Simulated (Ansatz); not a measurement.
# H3IOSi: ladder of basis sets from a Python script

How does the energy of H3IOSi converge with the basis? The task is a ladder of basis sets, for H3IOSi. SMILES: O[SiH2]I.

All numbers are computed with Ansatz 0.2.0, driven from Python. The levels of theory stand in the script.

### 1 The system

Bond lengths: O1–Si2 1.617 Å, Si2–I3 2.429 Å, O1–H4 0.938 Å, Si2–H5 1.481 Å, Si2–H6 1.478 Å. Angles: O1–Si2–I3 105.0°, O1–Si2–H5 111.3°, O1–Si2–H6 109.2°, I3–Si2–H5 109.5°, I3–Si2–H6 111.1°, H5–Si2–H6 110.6°, Si2–O1–H4 115.0°.

The script holds or builds the structure itself.

### 2 The script

File h3iosi.py:

```python
"""How the energy of H3IOSi converges with the basis."""

import ansatz as az


def main() -> None:
    geometry = (
        az.Crystal.molecule()
        .atom("O", [-1.307, -0.1779, -0.0377])
        .atom("Si", [0.2122, 0.2914, 0.2587])
        .atom("I", [1.5961, -1.1369, -1.136])
        .atom("H", [-1.3961, -0.8361, -0.6996])
        .atom("H", [0.4231, 1.7073, -0.1227])
        .atom("H", [0.5138, 0.0882, 1.6913])
    )

    calc = (
        geometry.calculation()
        .functional("b3lyp", dispersion="d3bj")
    )

    energies = {}
    for basis in ["def2-SVP", "def2-SVPD", "def2-TZVP", "def2-TZVPP"]:
        rep = calc.basis(gaussian=basis).run().report
        size = rep["n_frozen"] + rep["n_occupied"][0] + rep["n_virtual"][0]
        energies[basis] = (rep["reference_energy_ev"] / 27.211386246, rep["free_energy_ev"] / 27.211386246)
        print(f"{basis:14s} {size:4d} orbitals  reference {energies[basis][0]:14.6f} Ha  total {energies[basis][1]:14.6f} Ha")

    last = energies["def2-TZVPP"][1]
    for basis, (_, total) in energies.items():
        print(f"{basis:14s} lies {27.211386 * (total - last):9.4f} eV above def2-TZVPP")


if __name__ == "__main__":
    main()
```

### 3 The input behind the calls

The package turns the script's settings into the engine's input (first run):

```yaml
crystal:
  periodic: [false, false, false]
  atoms:
    - { symbol: O, position_ang: [-1.307, -0.1779, -0.0377] }
    - { symbol: Si, position_ang: [0.2122, 0.2914, 0.2587] }
    - { symbol: I, position_ang: [1.5961, -1.1369, -1.136] }
    - { symbol: H, position_ang: [-1.3961, -0.8361, -0.6996] }
    - { symbol: H, position_ang: [0.4231, 1.7073, -0.1227] }
    - { symbol: H, position_ang: [0.5138, 0.0882, 1.6913] }
basis:
  gaussian:
    orbitals: def2-SVP
hamiltonian:
  xc: b3lyp
  dispersion: d3bj
```

### 4 The run

On the command line:

```bash
python h3iosi.py
```

Log:

```text
def2-SVP         73 orbitals  reference    -664.251666 Ha  total    -664.260997 Ha
def2-SVPD       106 orbitals  reference    -664.267022 Ha  total    -664.276353 Ha
def2-TZVP       136 orbitals  reference    -664.471060 Ha  total    -664.480391 Ha
def2-TZVPP      165 orbitals  reference    -664.473373 Ha  total    -664.482704 Ha
def2-SVP       lies    6.0330 eV above def2-TZVPP
def2-SVPD      lies    5.6151 eV above def2-TZVPP
def2-TZVP      lies    0.0629 eV above def2-TZVPP
def2-TZVPP     lies    0.0000 eV above def2-TZVPP
```

It took 29 s on 1 thread of Intel Xeon Platinum 8259CL at 2.50GHz (Skylake/Cascade Lake), shared host; peak memory 0.38 GiB.

### 5 Inputs of later runs

The engine's inputs for the other runs:

Run 2, against run 1:

```diff
@@ -12 +12 @@
-    orbitals: def2-SVP
+    orbitals: def2-SVPD
```

Run 3, against run 1:

```diff
@@ -12 +12 @@
-    orbitals: def2-SVP
+    orbitals: def2-TZVP
```

Run 4, against run 1:

```diff
@@ -12 +12 @@
-    orbitals: def2-SVP
+    orbitals: def2-TZVPP
```

### 6 What each run gave

The 4 runs, in the order started:

```csv
run,basis,energy (eV),SCF cycles,CPU time (s)
1,def2-SVP,-18075.4626,17,4.5
2,def2-SVPD,-18075.8804,15,5.8
3,def2-TZVP,-18081.4326,16,7.7
4,def2-TZVPP,-18081.4955,16,9.6
```

### 7 What came out

```
                           quantity                      value
                      runs compared                          4
change of the total from set to set  -0.418, -5.552, -0.063 eV
```

**Reading.** Against def2-SVP: def2-SVPD -15.4 mHa, def2-TZVP -219.4 mHa and def2-TZVPP -221.7 mHa. The last step alone is -2.31 mHa (these two sets differ little on atoms other than hydrogen). From the first set to the last the time grows from 4.5 to 9.6 s. The geometry is a force-field or estimated start, not a minimum of this method, and the last set is no limit. Much of the fall in a total is atomic energy, which cancels in bond and reaction energies. def2 sets replace the cores of elements past krypton by effective core potentials. Total less reference energy is the dispersion correction. b3lyp holds the VWN-RPA fit, as in Gaussian; the form of ORCA and Turbomole is b3lyp5.
